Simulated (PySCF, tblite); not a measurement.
# C5H8F2O: a rotation path, then NMR shifts on frames, part 1 of 2

Aim: move C5H8F2O (`CO[C@H](F)/C=C\CF`) away from its starting geometry and see how NMR shifts follow the geometry.

Programs: tblite 0.8.0 and PySCF 2.14.0, with density-fitted response routines of our own. Each step states its level of theory. These are calculated values for one molecule in the gas phase, unless marked as measured. Atoms count from 0, in the outputs and in this text.

## 1. The molecule as given

16 atoms, charge 0, multiplicity 1; geometry from: GFN2-xTB.

Bonds of the start (Å): C0–O1 1.42, O1–C2 1.37, C2–F3 1.40, C2–C4 1.50, C4–C5 1.32, C5–C6 1.49, C6–F7 1.37, C0–H8 1.10, C0–H9 1.09, C0–H10 1.09, C2–H11 1.11, C4–H12 1.08, C5–H13 1.08, C6–H14 1.10, C6–H15 1.09.

## 2. A band between two rotamers with GFN2-xTB

What the job is given:

```
{"job": {"kind": "neb", "xc": "GFN2-xTB", "basis": "xTB", "atoms": [3, 2, 1, 0], "turn": 120}, "charge": 0, "multiplicity": 1}
C     -2.324788    -0.827207     0.495115
O     -1.083336    -0.157592     0.632994
C     -0.688690     0.549457    -0.474979
F     -0.389991    -0.342907    -1.510340
C      0.523780     1.378074    -0.147677
C      1.721109     0.860933     0.079116
C      2.047280    -0.594553     0.020199
F      3.292528    -0.826440     0.550691
H     -3.126137    -0.114481     0.271586
H     -2.278804    -1.580308    -0.296143
H     -2.514321    -1.307094     1.451979
H     -1.506445     1.170371    -0.884789
H      0.357597     2.441710    -0.093824
H      2.557116     1.502986     0.317146
H      2.073280    -0.951887    -1.016668
H      1.332223    -1.192118     0.594182
```

With the program's defaults for keys left out, this is: GFN2-xTB climbing-image nudged elastic band, gas phase.

The run is started by

```bash
OMP_NUM_THREADS=1 python probes_run.py task.json out
```

One launch serves the whole session: the jobs run in the order shown.

What it wrote:

```text
image   E - E0 / eV
  0       0.0000
  1       0.0135
  2       0.0669
  3       0.1457
  4       0.2319
  5       0.2601
  6       0.1554
  7       0.0615
  8       0.0250
```

Wall time 4.9 s (1 thread of Arm Neoverse V1, shared host); peak memory 0.18 GiB.

The final band, with the dihedral F3–C2–O1–C0:

| image | dihedral (°) | energy (eV) | energy (kcal/mol) |
| --- | --- | --- | --- |
| 0 | -68 | 0.000 | 0.0 |
| 1 | -58 | 0.013 | 0.3 |
| 2 | -44 | 0.067 | 1.5 |
| 3 | -28 | 0.146 | 3.4 |
| 4 | -7 | 0.232 | 5.3 |
| 5 | 15 | 0.260 | 6.0 |
| 6 | 45 | 0.155 | 3.6 |
| 7 | 66 | 0.062 | 1.4 |
| 8 | 66 | 0.025 | 0.6 |

## 3. Nuclear shieldings: image 0, PBE0/pcSseg-1

What the job is given:

```
{"job": {"kind": "nmr", "xc": "PBE0", "basis": "pcSseg-1", "pop": false}, "charge": 0, "multiplicity": 1}
C     -2.324800    -0.827200     0.495100
O     -1.083300    -0.157600     0.633000
C     -0.688700     0.549500    -0.475000
F     -0.390000    -0.342900    -1.510300
C      0.523800     1.378100    -0.147700
C      1.721100     0.860900     0.079100
C      2.047300    -0.594600     0.020200
F      3.292500    -0.826400     0.550700
H     -3.126100    -0.114500     0.271600
H     -2.278800    -1.580300    -0.296100
H     -2.514300    -1.307100     1.452000
H     -1.506400     1.170400    -0.884800
H      0.357600     2.441700    -0.093800
H      2.557100     1.503000     0.317100
H      2.073300    -0.951900    -1.016700
H      1.332200    -1.192100     0.594200
```

With the program's defaults for keys left out, this is: GIAO PBE0/pcSseg-1 NMR shielding, non-relativistic, gas phase.

What it wrote:

```text
coarse grid: 13648 points
cycle   1  E = -469.4796383638  dE =  1.000e+00  |g| = 8.030e-01  |ddm| = 3.411e+00
cycle   2  E = -469.3913936757  dE =  8.824e-02  |g| = 1.117e+00  |ddm| = 1.263e+00
cycle   3  E = -469.5874970593  dE = -1.961e-01  |g| = 7.136e-02  |ddm| = 7.686e-01
cycle   4  E = -469.5883106651  dE = -8.136e-04  |g| = 3.384e-02  |ddm| = 7.143e-02
cycle   5  E = -469.5885449192  dE = -2.343e-04  |g| = 9.027e-03  |ddm| = 2.925e-02
cycle   6  E = -469.5885570927  dE = -1.217e-05  |g| = 3.717e-03  |ddm| = 7.917e-03
cycle   7  E = -469.5885599671  dE = -2.874e-06  |g| = 5.072e-04  |ddm| = 2.917e-03
final grid: 133432 points
cycle   8  E = -469.6604786615  dE = -4.429e-05  |g| = 1.145e-02  |ddm| = 2.891e-02
cycle   9  E = -469.6604599274  dE =  1.873e-05  |g| = 1.576e-02  |ddm| = 1.683e-02
cycle  10  E = -469.6605040455  dE = -4.412e-05  |g| = 1.348e-03  |ddm| = 9.515e-03
cycle  11  E = -469.6605044210  dE = -3.754e-07  |g| = 2.919e-04  |ddm| = 1.240e-03
cycle  12  E = -469.6605044321  dE = -1.110e-08  |g| = 1.700e-04  |ddm| = 3.131e-04
cycle  13  E = -469.6605044369  dE = -4.877e-09  |g| = 2.353e-05  |ddm| = 1.190e-04
cycle  14  E = -469.6605044370  dE = -9.845e-11  |g| = 1.197e-05  |ddm| = 2.502e-05
converged SCF energy = -469.6605044370

GIAO shielding tensors (ppm)
atom      isotropic    diamagn.    paramagn.     s11        s22        s33       span
  0 C      128.254     243.441    -115.187     92.879    108.084    183.799     90.920
  1 O      254.761     399.882    -145.121    182.612    275.207    306.463    123.850
  2 C       72.683     241.212    -168.530     51.015     73.802     93.231     42.216
  3 F      322.037     478.790    -156.754    235.356    361.392    369.362    134.006
  4 C       57.365     257.566    -200.201    -48.318     70.222    150.190    198.508
  5 C       37.067     254.039    -216.972    -72.722     44.950    138.972    211.694
  6 C      102.005     246.047    -144.043     70.657     80.522    154.834     84.176
  7 F      427.039     468.684     -41.645    386.899    421.992    472.225     85.326
  8 H       28.414      28.020       0.393     24.650     26.078     34.513      9.863
  9 H       27.704      29.023      -1.320     23.405     26.248     33.459     10.054
 10 H       27.829      28.313      -0.484     24.005     25.667     33.816      9.812
 11 H       26.121      30.140      -4.019     23.511     24.594     30.258      6.746
 12 H       25.892      30.885      -4.993     24.155     25.876     27.647      3.492
 13 H       25.059      29.868      -4.809     23.222     24.403     27.551      4.329
 14 H       25.970      29.276      -3.306     21.023     26.485     30.401      9.378
 15 H       25.733      30.645      -4.912     20.239     25.097     31.863     11.624
```

It took 27 s on 1 thread of Arm Neoverse V1, shared host; peak memory 0.79 GiB.

Shifts follow as δ = σ(reference) − σ, with reference shieldings (ppm) from runs at the same level and on the same kind of geometry: 1H TMS 31.72, 13C TMS 186.9, 19F CFCl3 170.9, 17O H2O 336.1. The references are single molecules in the gas phase, so shifts against H2O, NH3, PH3, H3PO4 or CFCl3 are not on the usual liquid scales and can be off by tens of ppm. Each atom is listed at this fixed geometry, with no averaging over motion; a spectrum would average atoms that exchange fast.

| atoms | environment | σ (ppm) | δ (ppm) |
| --- | --- | --- | --- |
| C5 | alkene CH | 37.1 | 149.9 |
| C4 | alkene CH | 57.4 | 129.6 |
| C2 | allylic sp3 CH bonded to F and O | 72.7 | 114.2 |
| C6 | allylic sp3 CH2 bonded to F | 102.0 | 84.9 |
| C0 | methyl carbon bonded to O | 128.3 | 58.7 |
| H13 | hydrogen on an alkene CH | 25.06 | 6.66 |
| H15 | hydrogen on an allylic sp3 CH2 bonded to F | 25.73 | 5.98 |
| H12 | hydrogen on an alkene CH | 25.89 | 5.82 |
| H14 | hydrogen on an allylic sp3 CH2 bonded to F | 25.97 | 5.75 |
| H11 | hydrogen on an allylic sp3 CH bonded to F and O | 26.12 | 5.60 |
| H9 | hydrogen on a methyl carbon bonded to O | 27.70 | 4.01 |
| H10 | hydrogen on a methyl carbon bonded to O | 27.83 | 3.89 |
| H8 | hydrogen on a methyl carbon bonded to O | 28.41 | 3.30 |
| O1 | ether oxygen | 254.8 | 81.3 |
| F3 | fluorine on an sp3 carbon | 322.0 | -151.1 |
| F7 | fluorine on an sp3 carbon | 427.0 | -256.1 |

Orbitals, density, ELF and potential are computed afterwards from the orbital file.

Frontier orbitals at PBE0/pcSseg-1, with the share of their density that lies nearest to each atom:

| orbital | energy (eV) | lies on |
| --- | --- | --- |
| HOMO | -7.73 | C4 35 %; C5 28 %; O1 7 % |
| LUMO | -0.41 | C4, C5 about 29 % each; H12, H13 about 8 % each |

ELF in a plane through or near 9 of the atoms.

Values, 10 rows by 14 columns:
```
0.00 0.00 0.00 0.00 0.00 0.00 0.00 0.00 0.00 0.00 0.00 0.00 0.00 0.00
0.00 0.00 0.00 0.00 0.00 0.00 0.04 0.00 0.00 0.00 0.00 0.00 0.00 0.00
0.00 0.00 0.00 0.00 0.00 0.88 1.00 0.60 0.00 0.00 0.00 0.00 0.00 0.00
0.00 0.00 0.07 0.83 0.29 0.46 0.92 0.31 0.14 0.05 0.01 0.04 0.00 0.00
0.00 0.00 0.44 0.99 0.92 0.69 0.53 0.61 0.52 0.09 0.96 1.00 0.33 0.00
0.00 0.00 0.07 0.06 0.63 0.76 0.03 0.31 0.35 0.77 0.61 0.70 0.08 0.00
0.00 0.02 0.67 0.59 0.65 0.97 0.92 0.04 0.45 0.33 0.78 0.21 0.01 0.00
0.00 0.00 0.27 0.77 0.25 0.69 0.96 0.01 0.00 0.03 0.08 0.02 0.00 0.00
0.00 0.00 0.00 0.01 0.00 0.00 0.00 0.00 0.00 0.00 0.00 0.00 0.00 0.00
0.00 0.00 0.00 0.00 0.00 0.00 0.00 0.00 0.00 0.00 0.00 0.00 0.00 0.00
```
The map spans 11.4 Å across and 9.8 Å up, centred on the molecule. Atoms in the plane (x, y in Å): C0 (2.4, -0.5), O1 (1.1, -0.1), C4 (-0.7, 1.3), C5 (-1.8, 0.5), F7 (-3.1, -1.5), H8 (3.1, 0.4), H12 (-0.8, 2.3), H13 (-2.7, 1.0), H15 (-1.1, -1.5).

log10 of the density (e/Å³) in the same plane.

Values, 10 rows by 14 columns:
```
-4.0 -4.0 -4.0 -4.0 -4.0 -4.0 -4.0 -4.0 -4.0 -4.0 -4.0 -4.0 -4.0 -4.0
-4.0 -4.0 -4.0 -4.0 -3.9 -2.9 -2.6 -3.1 -3.9 -4.0 -4.0 -4.0 -4.0 -4.0
-4.0 -4.0 -3.9 -3.2 -2.5 -1.2 -0.7 -1.4 -2.5 -2.9 -3.5 -4.0 -4.0 -4.0
-4.0 -4.0 -2.5 -1.4 -1.1 -0.4  0.2 -0.6 -1.2 -1.8 -2.3 -2.6 -3.3 -4.0
-4.0 -3.6 -1.9 -0.5  0.3  0.3  0.1 -0.2 -0.2 -0.9 -0.6 -1.0 -2.1 -3.7
-4.0 -3.4 -1.6 -1.0 -0.2 -0.1 -1.1 -0.6  1.0  0.2  0.3 -0.8 -2.1 -3.6
-4.0 -2.5 -0.4  1.3  0.2  0.2 -0.6 -1.4 -0.9 -0.5 -0.1 -1.3 -2.6 -4.0
-4.0 -3.0 -1.1 -0.3 -0.8 -1.0 -1.3 -2.4 -2.7 -2.0 -1.8 -2.4 -3.4 -4.0
-4.0 -4.0 -3.3 -2.7 -2.9 -2.9 -3.2 -3.8 -4.0 -3.7 -3.5 -4.0 -4.0 -4.0
-4.0 -4.0 -4.0 -4.0 -4.0 -4.0 -4.0 -4.0 -4.0 -4.0 -4.0 -4.0 -4.0 -4.0
```
The map spans 11.4 Å across and 9.8 Å up, centred on the molecule. Atoms in the plane (x, y in Å): C0 (2.4, -0.5), O1 (1.1, -0.1), C4 (-0.7, 1.3), C5 (-1.8, 0.5), F7 (-3.1, -1.5), H8 (3.1, 0.4), H12 (-0.8, 2.3), H13 (-2.7, 1.0), H15 (-1.1, -1.5).

On the surface of density 0.002 e/bohr³ the electrostatic potential runs, from the 1st to the 99th percentile, from -1.17 V near F7 to 1.10 V near H11.

## 4. Nuclear shieldings: image 2, PBE0/pcSseg-1

What the job is given:

```
{"job": {"kind": "nmr", "xc": "PBE0", "basis": "pcSseg-1", "pop": false}, "charge": 0, "multiplicity": 1}
C     -2.057900    -0.960800     0.465300
O     -1.077800     0.042500     0.667800
C     -0.738500     0.778100    -0.447600
F     -0.567900    -0.067900    -1.541400
C      0.554900     1.499600    -0.175300
C      1.678400     0.837900     0.058700
C      1.790300    -0.652000     0.062900
F      3.023600    -1.044200     0.519300
H     -2.902400    -0.586100    -0.118500
H     -1.619000    -1.820000    -0.050100
H     -2.390800    -1.256700     1.457300
H     -1.549400     1.463200    -0.758400
H      0.522000     2.576100    -0.177600
H      2.600900     1.364100     0.254500
H      1.682200    -1.058700    -0.950300
H      1.043600    -1.106200     0.722000
```

Level: GIAO PBE0/pcSseg-1 NMR shielding, non-relativistic, gas phase.

What it wrote:

```text
coarse grid: 13648 points
cycle   1  E = -469.4756324491  dE =  1.011e+00  |g| = 8.037e-01  |ddm| = 3.423e+00
cycle   2  E = -469.3894794733  dE =  8.615e-02  |g| = 1.110e+00  |ddm| = 1.248e+00
cycle   3  E = -469.5834524564  dE = -1.940e-01  |g| = 7.029e-02  |ddm| = 7.604e-01
cycle   4  E = -469.5842486992  dE = -7.962e-04  |g| = 3.255e-02  |ddm| = 6.886e-02
cycle   5  E = -469.5844657092  dE = -2.170e-04  |g| = 8.504e-03  |ddm| = 2.883e-02
cycle   6  E = -469.5844758791  dE = -1.017e-05  |g| = 3.633e-03  |ddm| = 7.387e-03
cycle   7  E = -469.5844784714  dE = -2.592e-06  |g| = 4.417e-04  |ddm| = 2.778e-03
final grid: 133432 points
cycle   8  E = -469.6568088967  dE = -4.713e-05  |g| = 1.111e-02  |ddm| = 3.221e-02
cycle   9  E = -469.6567926357  dE =  1.626e-05  |g| = 1.503e-02  |ddm| = 1.653e-02
cycle  10  E = -469.6568331262  dE = -4.049e-05  |g| = 1.307e-03  |ddm| = 9.177e-03
cycle  11  E = -469.6568334707  dE = -3.445e-07  |g| = 2.699e-04  |ddm| = 1.210e-03
cycle  12  E = -469.6568334804  dE = -9.729e-09  |g| = 1.554e-04  |ddm| = 2.839e-04
cycle  13  E = -469.6568334845  dE = -4.021e-09  |g| = 2.558e-05  |ddm| = 1.103e-04
cycle  14  E = -469.6568334846  dE = -1.235e-10  |g| = 1.064e-05  |ddm| = 2.685e-05
converged SCF energy = -469.6568334846

GIAO shielding tensors (ppm)
atom      isotropic    diamagn.    paramagn.     s11        s22        s33       span
  0 C      130.995     244.199    -113.204    101.575    110.220    181.189     79.614
  1 O      266.529     399.968    -133.439    207.379    255.346    336.862    129.483
  2 C       74.702     241.350    -166.647     55.255     74.661     94.192     38.937
  3 F      326.239     478.821    -152.581    265.946    332.594    380.178    114.233
  4 C       56.566     256.826    -200.260    -47.322     66.629    150.392    197.714
  5 C       35.035     254.502    -219.467    -75.924     42.958    138.072    213.995
  6 C      102.473     246.452    -143.980     70.775     81.380    155.264     84.489
  7 F      427.765     469.236     -41.471    387.963    421.900    473.432     85.470
  8 H       28.423      28.186       0.238     25.257     25.546     34.467      9.210
  9 H       27.862      29.982      -2.120     23.613     26.563     33.410      9.797
 10 H       27.951      28.457      -0.506     24.161     25.681     34.012      9.852
 11 H       25.896      29.242      -3.346     22.350     24.482     30.855      8.505
 12 H       25.774      30.566      -4.792     24.304     25.676     27.343      3.040
 13 H       24.935      29.834      -4.899     23.171     24.268     27.367      4.197
 14 H       25.903      29.748      -3.845     20.866     26.141     30.704      9.838
 15 H       25.472      30.896      -5.423     19.498     24.482     32.437     12.939
```

Run time: 20 s. Hardware: 1 thread of Arm Neoverse V1, shared host; peak memory 0.82 GiB.

This run: δ C5 151.9, C4 130.4, C2 112.2, C6 84.5, H13 6.78, H15 6.24 ppm.

(Continued in part 2 of 2.)
